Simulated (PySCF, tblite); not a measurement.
**C₆H₇Ge radical: geometry, infrared bands and EPR parameters**

Wanted: the infrared bands and EPR parameters of C₆H₇Ge radical (`[CH2]C#[C][GeH2][C]#CC`), by calculation.

Computed with tblite 0.8.0 and PySCF 2.14.0, with density-fitted response routines of our own, on a single molecule in the gas phase. Atoms are numbered from 0 throughout.

**1. Starting geometry**

14 atoms, charge 0, multiplicity 2; geometry from: force field or distance geometry start.

Bonds of the start (Å): C0–C1 1.49, C1–C2 1.20, C2–Ge3 1.91, Ge3–C4 1.87, C4–C5 1.22, C5–C6 1.48, C0–H7 1.12, C0–H8 1.12, Ge3–H9 1.57, Ge3–H10 1.55, C6–H11 1.13, C6–H12 1.11, C6–H13 1.09.

**2. Geometry optimisation with GFN2-xTB**

What the job is given:

```
{"job": {"kind": "relax", "xc": "GFN2-xTB", "basis": "xTB"}, "charge": 0, "multiplicity": 2}
C      3.957300     0.593200     1.255600
C      2.719100    -0.100200     0.795300
C      1.742200    -0.679800     0.420700
Ge     0.183800    -1.597900    -0.193200
C     -1.276200    -0.445400     0.034100
C     -2.226600     0.306900     0.140000
C     -3.384700     1.216000     0.260700
H      4.854600    -0.069200     1.176200
H      4.173000     1.420100     0.533800
H      0.038000    -2.912200     0.653500
H      0.321500    -2.075000    -1.666600
H     -4.238300     0.699800     0.783200
H     -3.777400     1.522000    -0.727000
H     -3.087100     2.121100     0.791800
```

The run is started by

```console
OMP_NUM_THREADS=1 python probes_run.py task.json out
```

One launch serves the whole session: the jobs run in the order shown.

**Question.** This job is followed by: GFN2-xTB harmonic vibrations, gas phase; UKS B3LYP, def2-TZVP-core on Ge, pcH-1 on C H, non-relativistic, mean-field spin-orbit, GIAO. What will the session give for the following? strongest single infrared mode (GFN2-xTB); zero-point energy (GFN2-xTB); g(iso) (B3LYP); ⟨S²⟩; largest a(iso) (averaged by class); potential on the surface of density 0.002 e/bohr³, 1st and 99th percentile.

**Answer**, as computed:

| quantity | value |
| --- | --- |
| strongest single infrared mode (GFN2-xTB) | 2003 cm⁻¹, 471 km/mol |
| zero-point energy (GFN2-xTB) | 58.1 kcal/mol |
| g(iso) (B3LYP) | 2.00240 |
| ⟨S²⟩ | 0.770 (exact 0.75) |
| largest a(iso) (averaged by class) | 13C on C0, 60.7 MHz |
| potential on the surface of density 0.002 e/bohr³, 1st and 99th percentile | -0.87 V and 0.98 V |

In words: Relaxing lowered the energy by 1.005 eV in 60 steps; the close pair that moved most is C0–C1, from 1.492 to 1.345 Å. All 36 modes are real, so the xTB geometry is a minimum. The strongest single mode, at 2003 cm⁻¹, moves mainly H9. Unscaled tight-binding wavenumbers are off by several per cent, some by more. Its intensities can rank the bands wrongly. The largest spin populations lie on C0 (0.77 e), C2 (0.57 e). The isotropic g lies 0.1 ppt above the free-electron value. The hyperfine terms hold no scalar relativity, which the heavier nuclei need. These values are for one conformer; the search (at its own cheap level) found 1 more, at 0.05 kcal/mol, and measured spectra average over such forms.
